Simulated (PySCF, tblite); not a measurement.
# C3H6FO4Si−: geometry, infrared bands and NMR shifts

Wanted: the infrared bands and NMR shifts of C3H6FO4Si− (`CO[Si](F)(OC)C(=O)[O-]`), by calculation.

Programs: tblite 0.8.0 and PySCF 2.14.0, with density-fitted response routines of our own. Each step states its level of theory. These are calculated values for one molecule in the gas phase, unless marked as measured. Atoms count from 0, in the outputs and in this text.

### Step 1. Starting geometry

15 atoms, charge -1, multiplicity 1; geometry from: force field or distance geometry start.

Bonds of the start (Å): C0–O1 1.43, O1–Si2 1.68, Si2–F3 1.60, Si2–O4 1.69, O4–C5 1.42, Si2–C6 2.07, C6–O7 1.27, C6–O8 1.28, C0–H9 1.10, C0–H10 1.10, C0–H11 1.08, C5–H12 1.11, C5–H13 1.10, C5–H14 1.09.

### Step 2. Relaxing the molecule with GFN2-xTB

Job settings and geometry (Å):

```
{"job": {"kind": "relax", "xc": "GFN2-xTB", "basis": "xTB"}, "charge": -1, "multiplicity": 1}
C      2.623500    -0.115300     0.177400
O      1.570700    -0.653900    -0.627700
Si     0.015200    -0.566200    -0.008800
F     -0.217400    -1.905000     0.842100
O     -1.049700    -0.677200    -1.314300
C     -2.358400    -0.145500    -1.156800
C     -0.337800     1.054500     1.229400
O     -1.529700     1.487400     1.274800
O      0.679100     1.493900     1.864400
H      2.582600    -0.484900     1.213600
H      2.589200     0.980300     0.152000
H      3.565200    -0.430400    -0.255600
H     -2.845500    -0.517800    -0.236300
H     -2.330600     0.949200    -1.170300
H     -2.960800    -0.461100    -2.005600
```

On the command line:

```
> OMP_NUM_THREADS=1 python probes_run.py task.json out
```

This one command runs all jobs of the session in turn.

**Question.** This job is followed by: GFN2-xTB harmonic vibrations, gas phase; GIAO PBE0/pcSseg-1 NMR shielding, non-relativistic, gas phase. What will the session give for the following? strongest single infrared mode (GFN2-xTB); zero-point energy (GFN2-xTB); 13C shifts against TMS (PBE0/pcSseg-1, means over atoms taken as alike); 1H shifts against TMS (PBE0/pcSseg-1, means over atoms taken as alike); 17O shifts against H2O (PBE0/pcSseg-1, means over atoms taken as alike); 29Si shifts against TMS (PBE0/pcSseg-1); 19F shifts against CFCl3 (PBE0/pcSseg-1).

As calculated:

| quantity | value |
| --- | --- |
| strongest single infrared mode (GFN2-xTB) | 1702 cm⁻¹, 593 km/mol |
| zero-point energy (GFN2-xTB) | 61.0 kcal/mol |
| 13C shifts against TMS (PBE0/pcSseg-1, means over atoms taken as alike) | 176.3, 52.6 ppm |
| 1H shifts against TMS (PBE0/pcSseg-1, means over atoms taken as alike) | 4.17 ppm |
| 17O shifts against H2O (PBE0/pcSseg-1, means over atoms taken as alike) | 430.7, 30.9 ppm |
| 29Si shifts against TMS (PBE0/pcSseg-1) | -81.3 ppm |
| 19F shifts against CFCl3 (PBE0/pcSseg-1) | -159.7 ppm |

In words: Over 87 steps the energy fell by 0.473 eV; of the close pairs, Si2–C6 changed most, 2.070 to 1.966 Å. All 39 modes are real, so the xTB geometry is a minimum. The strongest single mode, at 1702 cm⁻¹, moves mainly C6. Unscaled tight-binding wavenumbers are off by several per cent, some by more. Its intensities can rank the bands wrongly. At PBE0/pcSseg-1: The widest tensor belongs to O7, O8: span 475 ppm, with a paramagnetic part of -500 ppm.
